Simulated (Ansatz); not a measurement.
# AlAs (singlet): from Hartree-Fock to the top rungs at distance Al1–As2 = 1.948 Å, 6-31G

Aim: climb from Hartree-Fock through coupled cluster and multireference methods for AlAs (singlet) at one geometry and basis, and see what each rung misses.

Computed with Ansatz 0.2.0, Gaussian basis. Level: 6-31G, core rule «outside noble gas», up to 19 orbitals frozen.

The runs, in order: UHF; CCSD(T) on RHF; CCSD(T) on UHF; BCCD(T) on RHF; CISD; CCSDT(Q) on RHF; CCSDT(Q) on UHF; CCSDTQ on RHF; CASSCF and MRCISD+Q, 2 electrons in 2 orbitals; CASSCF and NEVPT2, 2 electrons in 2 orbitals; CASSCF and MRCISD+Q, 8 electrons in 8 orbitals; CASSCF and NEVPT2, 8 electrons in 8 orbitals; Full CI.

23 further runs of the same task are left out: 19 that didn't finish, 4 set aside as unsound or not needed.

## Step 1: The system

The geometry derives from a PBE0/def2-TZVP stationary point (not a proven minimum). One bond is set to the value named and the two fragments are kept rigid. No spin-orbit coupling is included. The filled d shell of As may be among the frozen orbitals whatever the setting's name suggests; the logs give the count.

2 atoms, charge 0, spin multiplicity 1.

Atoms are counted from 1 here; the program's logs count them from 0.

Bond lengths: Al1–As2 1.948 Å.

## Step 2: UHF

in.yaml

```yaml
crystal:
  periodic: [false, false, false]
  atoms:
    - {symbol: Al, position_ang: [0.000000, 0.000000, 0.000000]}
    - {symbol: As, position_ang: [0.000000, 0.000000, 1.948000]}
basis:
  gaussian: {orbitals: 6-31G}
magnetization: {spin_polarized: true, initial_magnetization: 0}
hamiltonian: {xc: hf}
output: {orbitals: {seedname: orbitals}}
```

Run with:

```
> ansatz run in.yaml --threads 1 --pin off --events-out ev --progress --plain --max-ram 2393MiB
```

The runs that follow: CCSD(T) on RHF; CCSD(T) on UHF; BCCD(T) on RHF; CISD; CCSDT(Q) on RHF; CCSDT(Q) on UHF; CCSDTQ on RHF; CASSCF and MRCISD+Q, 2 electrons in 2 orbitals; CASSCF and NEVPT2, 2 electrons in 2 orbitals; CASSCF and MRCISD+Q, 8 electrons in 8 orbitals; CASSCF and NEVPT2, 8 electrons in 8 orbitals; Full CI.

Q: Predict the results of all the runs planned. Wanted: FCI below the RHF energy; RMP2 from FCI; RCCSD from FCI; RCCSD(T) from FCI; RCCSDT(Q) from FCI; NEVPT2 pair from FCI; MRCISD+Q pair from FCI; NEVPT2 valence from FCI; T1 diagnostic.

The runs gave:

| quantity | value |
| --- | --- |
| FCI below the RHF energy | -3.5501 eV |
| RMP2 from FCI | +53.9 kJ/mol |
| RCCSD from FCI | +21.2 kJ/mol |
| RCCSD(T) from FCI | +4.3 kJ/mol |
| RCCSDT(Q) from FCI | -0.2 kJ/mol |
| NEVPT2 pair from FCI | +59.0 kJ/mol |
| MRCISD+Q pair from FCI | +11.8 kJ/mol |
| NEVPT2 valence from FCI | +18.6 kJ/mol |
| levels within 1 kcal/mol (43 meV) | BCCD(T), RCCSDT, RCCSDT(Q), RCCSDTQ, MRCISD valence, MRCISD+Q valence |
| T1 diagnostic | 0.038 |
| effectively unpaired electrons | 0.32 |

In words: RCCSD(T) lands +4.3 kJ/mol from the yardstick (1.3 % of the correlation energy). The occupations show some static correlation. Of the multireference levels listed MRCISD+Q valence comes nearest in total energy (+0.5 kJ/mol), which doesn't show that its space is the better one. These misses are within one basis, not against nature.
